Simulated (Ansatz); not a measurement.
# H₄InNS₂: how energies converge with the basis set

How large a basis does H₄InNS₂ need? Two functionals are run in growing sets.

Computed with Ansatz 0.2.0, Gaussian basis. Level: one geometry, several basis sets.

Plan: PBE0-D4/def2-SVP; ωB97M-V/def2-SVP; PBE0-D4/def2-QZVPP; ωB97M-V/def2-QZVPP; the functionals' def2-TZVPP values are taken from earlier runs.

1 further run of the same task is left out (for a known fault of the program).

### Step 1. The geometry

An earlier PBE0-D4 in a triple-zeta def2 set relaxation fixed the geometry. In takes the def2 core potential; no spin-orbit term is included.

SMILES `[NH2][In]([SH])[SH]`, 8 atoms, charge 0, spin multiplicity 1.

Atoms are counted from 1 here; the program's logs count them from 0.

Bond lengths: N1–In2 2.012 Å, N1–H5 1.010 Å, N1–H6 1.010 Å, In2–S3 2.381 Å, In2–S4 2.381 Å, S3–H7 1.343 Å, S4–H8 1.343 Å. Angles: In2–N1–H5 116.8°, In2–N1–H6 116.8°, H5–N1–H6 109.2°, N1–In2–S3 119.1°, N1–In2–S4 119.1°, S3–In2–S4 121.6°, In2–S3–H7 93.6°, In2–S4–H8 93.6°.

### Step 2. PBE0-D4 in def2-SVP

in.yaml

```yaml
crystal:
  periodic: [false, false, false]
  atoms:
    - {symbol: N, position_ang: [-0.957585, 1.754393, -0.323139]}
    - {symbol: In, position_ang: [-0.002054, 0.018046, 0.023160]}
    - {symbol: S, position_ang: [2.363723, -0.070151, -0.228677]}
    - {symbol: S, position_ang: [-1.238342, -1.836460, 0.860103]}
    - {symbol: H, position_ang: [-1.943587, 1.697781, -0.533220]}
    - {symbol: H, position_ang: [-0.516723, 2.396581, -0.965618]}
    - {symbol: H, position_ang: [2.446022, -1.344126, 0.187938]}
    - {symbol: H, position_ang: [-0.151445, -2.616064, 0.979443]}
basis:
  gaussian: {orbitals: def2-SVP}
hamiltonian: {xc: pbe0, dispersion: d4}
output: {orbitals: {seedname: orbitals}}
```

Run with:

```console
$ ansatz run in.yaml --threads 4 --pin off --events-out ev --progress --plain --max-ram 10444MiB
```

After this run come: ωB97M-V in def2-SVP; PBE0-D4 in def2-QZVPP; ωB97M-V in def2-QZVPP.

Q: Predict the results of all the runs planned. Wanted: PBE0-D4: double and triple zeta above quadruple; ωB97M-V: double and triple zeta above quadruple.

As calculated:

| quantity | value |
| --- | --- |
| PBE0-D4: double and triple zeta above quadruple | 10.62, 0.81 eV |
| ωB97M-V: double and triple zeta above quadruple | 10.61, 0.77 eV |

PBE0-D4 gains 9.81 eV from double to triple zeta, then 0.81 eV more. These are total energies; as a rule much of such shifts cancels in differences, which this series doesn't test. The LUMO of ωB97M-V is positive and keeps falling with the basis (0.82 to 0.17 eV): an unbound level that the basis holds in place.
